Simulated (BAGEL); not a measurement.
# Si2H6O2 (SMILES O[SiH2][SiH2]O) at 3 levels

Aim: a comparison of 3 runs (B3LYP/6-31G*, PBE0/6-31G*, RI-MP2/6-31G*) of Si2H6O2. 

Program for the calculation: BAGEL 1.2.2.

1 further run of the same task is left out (set aside as unsound or not needed).

**1. The system as given**

Si2H6O2: 10 atoms, total charge 0, spin state singlet. SMILES: `O[SiH2][SiH2]O`. Geometry: relaxed at PBE0-D4/def2-TZVP. This is one conformer, not always the lowest.

Bond lengths: O1–Si2 1.656 Å, Si2–Si3 2.357 Å, Si3–O4 1.656 Å, O1–H5 0.958 Å, Si2–H6 1.487 Å, Si2–H7 1.494 Å, Si3–H8 1.493 Å, Si3–H9 1.487 Å, O4–H10 0.958 Å. Some angles: O1–Si2–Si3 112.1°, Si2–Si3–O4 112.1°, O1–Si2–H6 105.4°, O1–Si2–H7 111.3°, Si3–Si2–H6 110.5°, Si3–Si2–H7 109.5°, Si2–O1–H5 117.4°, Si2–Si3–H8 109.5°, Si2–Si3–H9 110.5°, O4–Si3–H8 111.3°.

**2. The energy at B3LYP/6-31G(d) (density fitting with qzvpp-jkfit, spherical functions) (run 1)**

Input file calc.json:

```json
{ "bagel" : [

{
  "title" : "molecule",
  "basis" : "6-31gs.json",
  "df_basis" : "qzvpp-jkfit",
  "angstrom" : true,
  "geometry" : [
    { "atom" : "O", "xyz" : [   -1.023300,    1.887700,    1.029000 ] },
    { "atom" : "Si", "xyz" : [    0.114300,    0.686000,    0.959700 ] },
    { "atom" : "Si", "xyz" : [   -0.148600,   -0.673600,   -0.947700 ] },
    { "atom" : "O", "xyz" : [    0.987200,   -1.877000,   -1.014900 ] },
    { "atom" : "H", "xyz" : [   -1.013300,    2.545500,    0.332800 ] },
    { "atom" : "H", "xyz" : [   -0.079100,   -0.112900,    2.199100 ] },
    { "atom" : "H", "xyz" : [    1.498300,    1.246700,    0.986300 ] },
    { "atom" : "H", "xyz" : [   -1.533500,   -1.232000,   -0.975500 ] },
    { "atom" : "H", "xyz" : [    0.047500,    0.124300,   -2.187300 ] },
    { "atom" : "H", "xyz" : [    0.975700,   -2.534100,   -0.318000 ] }
  ]
},
{ "title" : "ks", "xc_func" : "b3lyp" },
{ "title" : "print", "file" : "orbitals.molden", "orbitals" : true }

]}
```

The basis set 6-31G* is read from a file made from the Basis Set Exchange's data (not shown).

Launch:

```sh
$ BAGEL_NUM_THREADS=1 BAGEL calc.json > calc.out
```

The program printed:

```text
* using 1 threads per process

  ===============================================================
  ===============================================================

  *** Geometry ***

  { "atom" : "O", "xyz" : [     -1.933757,      3.567236,      1.944528 ] },
  { "atom" : "Si", "xyz" : [      0.215996,      1.296352,      1.813570 ] },
  { "atom" : "Si", "xyz" : [     -0.280813,     -1.272920,     -1.790893 ] },
[... 6 lines of this table left out ...]
  { "atom" : "H", "xyz" : [      1.843806,     -4.788755,     -0.600933 ] },

  Number of auxiliary basis functions:      518

  Since a DF basis is specified, we compute 2- and 3-index integrals:
    o Being stored without compression. Storage requirement is 0.024 GB

  Number of basis functions:       76
  Number of electrons      :       50

    * METHOD: MOLECULE                             0.28

  *** Kohn-Sham DFT ***

    * Removing 17969 points whose weight is below 1.00e-10
    * Grid points: 131091

  === Nuclear Repulsion ===
   221.9017398040

       - DIIS with orbital gradients will be used.

  === KS iteration (b3lyp / 6-31gs.json) ===
      0       -708.28341689          0.12174031           0.42
      1       -701.50777741          0.11678965           0.40
      2       -705.14571473          0.15182301           0.40
[... 16 lines of this table left out ...]
     19       -733.09067376          0.00000000           0.40
    * SCF iteration converged.

    * Permanent dipole moment:
           (    0.000652,    -0.000594,     0.000136) a.u.

    * METHOD: KS                                   8.66

    * METHOD: PRINT                                0.02

  ===============================================================
```

Wall time 9.3 s (1 thread of Arm Neoverse V1, shared host); peak memory 0.49 GiB.

**3. The energy at PBE0/6-31G(d) (density fitting with qzvpp-jkfit, spherical functions) (run 2)**

Input file calc.json:

```json
{ "bagel": [

{
  "title": "molecule",
  "basis": "6-31gs.json",
  "df_basis": "qzvpp-jkfit",
  "angstrom": true,
  "geometry": [
    { "atom": "O", "xyz": [      -1.023300,       1.887700,       1.029000 ] },
    { "atom": "Si", "xyz": [       0.114300,       0.686000,       0.959700 ] },
    { "atom": "Si", "xyz": [      -0.148600,      -0.673600,      -0.947700 ] },
    { "atom": "O", "xyz": [       0.987200,      -1.877000,      -1.014900 ] },
    { "atom": "H", "xyz": [      -1.013300,       2.545500,       0.332800 ] },
    { "atom": "H", "xyz": [      -0.079100,      -0.112900,       2.199100 ] },
    { "atom": "H", "xyz": [       1.498300,       1.246700,       0.986300 ] },
    { "atom": "H", "xyz": [      -1.533500,      -1.232000,      -0.975500 ] },
    { "atom": "H", "xyz": [       0.047500,       0.124300,      -2.187300 ] },
    { "atom": "H", "xyz": [       0.975700,      -2.534100,      -0.318000 ] }
  ]
},

{ "title": "ks", "xc_func": "pbe0" },

{ "title": "print", "file": "orbitals.molden", "orbitals": true }

]}
```

The basis set 6-31G* is read from a file made from the Basis Set Exchange's data (not shown).

Launch:

```sh
$ BAGEL_NUM_THREADS=1 BAGEL calc.json > calc.out
```

The program printed:

```text
* using 1 threads per process

  ===============================================================
  ===============================================================

  *** Geometry ***

  { "atom" : "O", "xyz" : [     -1.933757,      3.567236,      1.944528 ] },
  { "atom" : "Si", "xyz" : [      0.215996,      1.296352,      1.813570 ] },
  { "atom" : "Si", "xyz" : [     -0.280813,     -1.272920,     -1.790893 ] },
[... 6 lines of this table left out ...]
  { "atom" : "H", "xyz" : [      1.843806,     -4.788755,     -0.600933 ] },

  Number of auxiliary basis functions:      518

  Since a DF basis is specified, we compute 2- and 3-index integrals:
    o Being stored without compression. Storage requirement is 0.024 GB

  Number of basis functions:       76
  Number of electrons      :       50

    * METHOD: MOLECULE                             0.28

  *** Kohn-Sham DFT ***

    * Removing 17969 points whose weight is below 1.00e-10
    * Grid points: 131091

  === Nuclear Repulsion ===
   221.9017398040

       - DIIS with orbital gradients will be used.

  === KS iteration (pbe0 / 6-31gs.json) ===
      0       -707.86393231          0.12143247           0.41
      1       -700.90949709          0.11577841           0.38
      2       -704.71403862          0.15047097           0.38
[... 16 lines of this table left out ...]
     19       -732.64090373          0.00000001           0.38
    * SCF iteration converged.

    * Permanent dipole moment:
           (    0.000646,    -0.000604,     0.000131) a.u.

    * METHOD: KS                                   8.34

    * METHOD: PRINT                                0.02

  ===============================================================
```

Run time: 9 s. Hardware: 1 thread of Arm Neoverse V1, shared host; peak memory 0.49 GiB.

**4. The energy at RI-MP2/6-31G(d) (density fitting with qzvpp-jkfit, spherical functions) (run 3)**

Input file calc.json:

```json
{ "bagel" : [

{
  "title" : "molecule",
  "basis" : "6-31gs.json",
  "df_basis" : "qzvpp-jkfit",
  "angstrom" : true,
  "geometry" : [
    { "atom" : "O", "xyz" : [      -1.023300,       1.887700,       1.029000 ] },
    { "atom" : "Si", "xyz" : [       0.114300,       0.686000,       0.959700 ] },
    { "atom" : "Si", "xyz" : [      -0.148600,      -0.673600,      -0.947700 ] },
    { "atom" : "O", "xyz" : [       0.987200,      -1.877000,      -1.014900 ] },
    { "atom" : "H", "xyz" : [      -1.013300,       2.545500,       0.332800 ] },
    { "atom" : "H", "xyz" : [      -0.079100,      -0.112900,       2.199100 ] },
    { "atom" : "H", "xyz" : [       1.498300,       1.246700,       0.986300 ] },
    { "atom" : "H", "xyz" : [      -1.533500,      -1.232000,      -0.975500 ] },
    { "atom" : "H", "xyz" : [       0.047500,       0.124300,      -2.187300 ] },
    { "atom" : "H", "xyz" : [       0.975700,      -2.534100,      -0.318000 ] }
  ]
},

{ "title" : "hf", "charge" : 0 },

{ "title" : "mp2", "charge" : 0, "ncore" : 12 }

]}
```

The basis set 6-31G* is read from a file made from the Basis Set Exchange's data (not shown).

Launch:

```sh
$ BAGEL_NUM_THREADS=1 BAGEL calc.json > calc.out
```

The program printed:

```text
* using 1 threads per process

  ===============================================================
  ===============================================================

  *** Geometry ***

  { "atom" : "O", "xyz" : [     -1.933757,      3.567236,      1.944528 ] },
  { "atom" : "Si", "xyz" : [      0.215996,      1.296352,      1.813570 ] },
  { "atom" : "Si", "xyz" : [     -0.280813,     -1.272920,     -1.790893 ] },
[... 6 lines of this table left out ...]
  { "atom" : "H", "xyz" : [      1.843806,     -4.788755,     -0.600933 ] },

[... 23 lines left out ...]
    * SCF iteration converged.
[... 1 line left out ...]
    * Permanent dipole moment:
[... 2 lines left out ...]
    * METHOD: HF                                   0.98

  *** RHF ***

  === Nuclear Repulsion ===
   221.9017398040

      * DIIS with orbital gradients will be used.

  === RHF iteration (6-31gs.json) ===
      0       -731.10407580          0.00000000           0.07
    * SCF iteration converged.

    * Permanent dipole moment:
           (    0.000633,    -0.000743,     0.000261) a.u.

  === DF-MP2 calculation ===

    * freezing 12 orbitals
    * 3-index integral transformation done
    * assembly done

      MP2 correlation energy:   -0.5124244743      0.03

      MP2 total energy:       -731.6165002750

    * METHOD: MP2                                  0.18

  ===============================================================
```

It took 1.6 s on 1 thread of Arm Neoverse V1, shared host; peak memory 0.12 GiB.

**5. All runs side by side**

| run | level | frozen core orbitals | energy (Eh) | dipole moment (D) | HOMO energy (eV) | LUMO energy (eV) | wall time |
| --- | --- | --- | --- | --- | --- | --- | --- |
| 1 | B3LYP/6-31G* (density fitting with qzvpp-jkfit, spherical functions) | – | -733.090674 | 0.00 | -7.03 | -0.79 | 9.3 s |
| 2 | PBE0/6-31G* (density fitting with qzvpp-jkfit, spherical functions) | – | -732.640904 | 0.00 | -7.27 | -0.62 | 9 s |
| 3 | RI-MP2/6-31G* (density fitting with qzvpp-jkfit, spherical functions) | 12 | -731.616500 | – | – | – | 1.6 s |

**6. Outcome**

| quantity | value |
| --- | --- |
| run 3: total energy | -731.61650 Eh |
| run 3: correlation energy (12 core orbitals frozen) | -512.4 mEh |

Totals of different functionals can't be ranked against each other. All runs together took 20 s, the longest 9.3 s.
